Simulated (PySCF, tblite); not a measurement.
# C7H13BSi: geometry, infrared bands and NMR shifts

What infrared bands and NMR shifts should C7H13BSi (`B[C@@]1([SiH](C)C)C[C@H]1C#C`) show?

Programs: tblite 0.8.0 and PySCF 2.14.0, with density-fitted response routines of our own. Each step states its level of theory. These are calculated values for one molecule in the gas phase, unless marked as measured. Atoms are numbered from 0 throughout.

## 1. The starting structure

22 atoms, charge 0, multiplicity 1; geometry from: force field or distance geometry start.

Bonds of the start (Å): B0–C1 1.61, C1–Si2 1.86, Si2–C3 1.88, Si2–C4 1.87, C1–C5 1.53, C5–C6 1.53, C6–C7 1.47, C7–C8 1.21, C6–C1 1.53, B0–H9 1.17, B0–H10 1.18, Si2–H11 1.47, C3–H12 1.09, C3–H13 1.12, C3–H14 1.11, C4–H15 1.11, C4–H16 1.10, C4–H17 1.11, C5–H18 1.12, C5–H19 1.12, C6–H20 1.11, C8–H21 1.05.

## 2. Geometry optimisation with GFN2-xTB

What the job is given:

```
{"job": {"kind": "relax", "xc": "GFN2-xTB", "basis": "xTB"}, "charge": 0, "multiplicity": 1}
B      0.483300    -1.726900    -0.101400
C      0.462200    -0.129800     0.078500
Si    -1.183300     0.715900     0.293200
C     -2.221900     0.456500    -1.252400
C     -2.083700     0.016600     1.780800
C      1.559600     0.393900     1.005900
C      1.599900     0.727600    -0.484100
C      2.683100     0.036700    -1.202400
C      3.564400    -0.536400    -1.801600
H      0.553900    -2.190600    -1.178300
H      0.285000    -2.430000     0.827400
H     -0.994600     2.159600     0.488300
H     -1.690500     0.862200    -2.113500
H     -2.386000    -0.638500    -1.391700
H     -3.200400     0.972200    -1.127600
H     -1.465600     0.172600     2.692800
H     -2.254700    -1.063600     1.625700
H     -3.057600     0.529300     1.897900
H      2.325600    -0.340800     1.352500
H      1.300000     1.266800     1.650300
H      1.378100     1.793400    -0.716600
H      4.332800    -1.027100    -2.324400
```

Command:

```sh
OMP_NUM_THREADS=1 python probes_run.py task.json out
```

The driver reads the jobs from task.json and runs them one after another.

**Question.** This job is followed by: GFN2-xTB harmonic vibrations, gas phase; GIAO PBE0/pcSseg-1 NMR shielding, non-relativistic, gas phase. What will the session give for the following? strongest single infrared mode (GFN2-xTB); zero-point energy (GFN2-xTB); ¹³C shifts against TMS (PBE0/pcSseg-1); ¹H shifts against TMS (PBE0/pcSseg-1, means over atoms taken as alike); ¹¹B shifts against BF3·OEt2 (PBE0/pcSseg-1); ²⁹Si shifts against TMS (PBE0/pcSseg-1); surface potential, 1st and 99th percentile.

As calculated:

| quantity | value |
| --- | --- |
| strongest single infrared mode (GFN2-xTB) | 2130 cm⁻¹, 337 km/mol |
| zero-point energy (GFN2-xTB) | 107.3 kcal/mol |
| ¹³C shifts against TMS (PBE0/pcSseg-1) | 92.0, 73.6, 32.1, 21.8, 15.0, -1.2, -1.7 ppm |
| ¹H shifts against TMS (PBE0/pcSseg-1, means over atoms taken as alike) | 8.02, 3.86, 1.76, 1.36, 1.27, 1.01, 0.25, 0.15 ppm |
| ¹¹B shifts against BF3·OEt2 (PBE0/pcSseg-1) | 88.4 ppm |
| ²⁹Si shifts against TMS (PBE0/pcSseg-1) | 0.7 ppm |
| surface potential, 1st and 99th percentile | -0.94 V and 1.27 V |

What this shows: Relaxing lowered the energy by 0.410 eV in 78 steps; the close pair that moved most is B0–C1, from 1.607 to 1.542 Å. All 60 modes are real, so the xTB geometry is a minimum. The strongest single mode, at 2130 cm⁻¹, moves mainly H11. Unscaled tight-binding wavenumbers are off by several per cent, some by more. Its intensities can rank the bands wrongly. At PBE0/pcSseg-1: Shielding is most anisotropic at C7 (span 303 ppm, paramagnetic term -159 ppm). By nearest atom (PBE0/pcSseg-1), the HOMO sits on C8 35 %; C7 22 % and the LUMO on B0 46 %; H9, H10 about 12 % each.
